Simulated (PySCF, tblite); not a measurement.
# C₂H₈FOPSi₂: geometry, infrared bands and NMR shifts

What infrared bands and NMR shifts should C₂H₈FOPSi₂ (`F[Si@@H]1CC[Si@@H](P)O1`) show?

Programs: tblite 0.8.0 and PySCF 2.14.0, with density-fitted response routines of our own. Each step states its level of theory. These are calculated values for one molecule in the gas phase, unless marked as measured. Atoms count from 0, in the outputs and in this text.

## 1. Starting geometry

15 atoms, charge 0, multiplicity 1; geometry from: force field or distance geometry start.

Bonds of the start (Å): F0–Si1 1.68, Si1–C2 1.86, C2–C3 1.51, C3–Si4 1.87, Si4–P5 2.21, Si4–O6 1.70, O6–Si1 1.73, Si1–H7 1.47, C2–H8 1.10, C2–H9 1.11, C3–H10 1.09, C3–H11 1.12, Si4–H12 1.46, P5–H13 1.46, P5–H14 1.45.

## 2. Relaxing the molecule with GFN2-xTB

What the job is given:

```
{"job": {"kind": "relax", "xc": "GFN2-xTB", "basis": "xTB"}, "charge": 0, "multiplicity": 1}
F     -2.540200    -1.233300     1.141200
Si    -1.304700    -0.107200     1.257600
C     -1.053800     0.808500    -0.339300
C     -0.437700    -0.268900    -1.201900
Si     0.837600    -0.981000    -0.037500
P      2.702500     0.199900    -0.018100
O      0.200900    -0.907300     1.540900
H     -1.515100     0.824000     2.372200
H     -1.998600     1.200000    -0.756400
H     -0.342700     1.652900    -0.238300
H     -0.033100     0.096800    -2.146000
H     -1.234900    -1.036000    -1.402500
H      1.167300    -2.347900    -0.443400
H      2.839500     0.860700     1.277100
H      2.708600     1.246800    -1.027600
```

Command:

```console
$ OMP_NUM_THREADS=1 python probes_run.py task.json out
```

The driver reads the jobs from task.json and runs them one after another.

**Question.** This job is followed by: GFN2-xTB harmonic vibrations, gas phase; GIAO PBE0/pcSseg-1 NMR shielding, non-relativistic, gas phase. Predict these results of the whole session: strongest single infrared mode (GFN2-xTB); zero-point energy (GFN2-xTB); ¹³C shifts against TMS (PBE0/pcSseg-1); ¹H shifts against TMS (PBE0/pcSseg-1, means over atoms taken as alike); ¹⁹F shifts against CFCl3 (PBE0/pcSseg-1); ²⁹Si shifts against TMS (PBE0/pcSseg-1); ³¹P shifts against H3PO4 (PBE0/pcSseg-1); ¹⁷O shifts against H2O (PBE0/pcSseg-1); surface potential, 1st and 99th percentile.

The runs gave:

| quantity | value |
| --- | --- |
| strongest single infrared mode (GFN2-xTB) | 945 cm⁻¹, 520 km/mol |
| zero-point energy (GFN2-xTB) | 61.1 kcal/mol |
| ¹³C shifts against TMS (PBE0/pcSseg-1) | 14.9, 10.9 ppm |
| ¹H shifts against TMS (PBE0/pcSseg-1, means over atoms taken as alike) | 5.88, 5.08, 1.33, 1.21, 1.18, 0.94, 0.91 ppm |
| ¹⁹F shifts against CFCl3 (PBE0/pcSseg-1) | -156.9 ppm |
| ²⁹Si shifts against TMS (PBE0/pcSseg-1) | 18.1, 3.6 ppm |
| ³¹P shifts against H3PO4 (PBE0/pcSseg-1) | -293.3 ppm |
| ¹⁷O shifts against H2O (PBE0/pcSseg-1) | 91.1 ppm |
| surface potential, 1st and 99th percentile | -1.16 V and 1.48 V |

What this shows: Relaxing lowered the energy by 1.374 eV in 257 steps; the close pair that moved most is Si1–O6, from 1.728 to 1.624 Å. All 39 modes are real, so the xTB geometry is a minimum. The strongest single mode, at 945 cm⁻¹, moves mainly O6. GFN2-xTB is a fitted tight-binding method: band positions and strengths are rough. Its intensities can rank the bands wrongly. At PBE0/pcSseg-1: Shielding is most anisotropic at O6 (span 151 ppm, paramagnetic term -156 ppm).
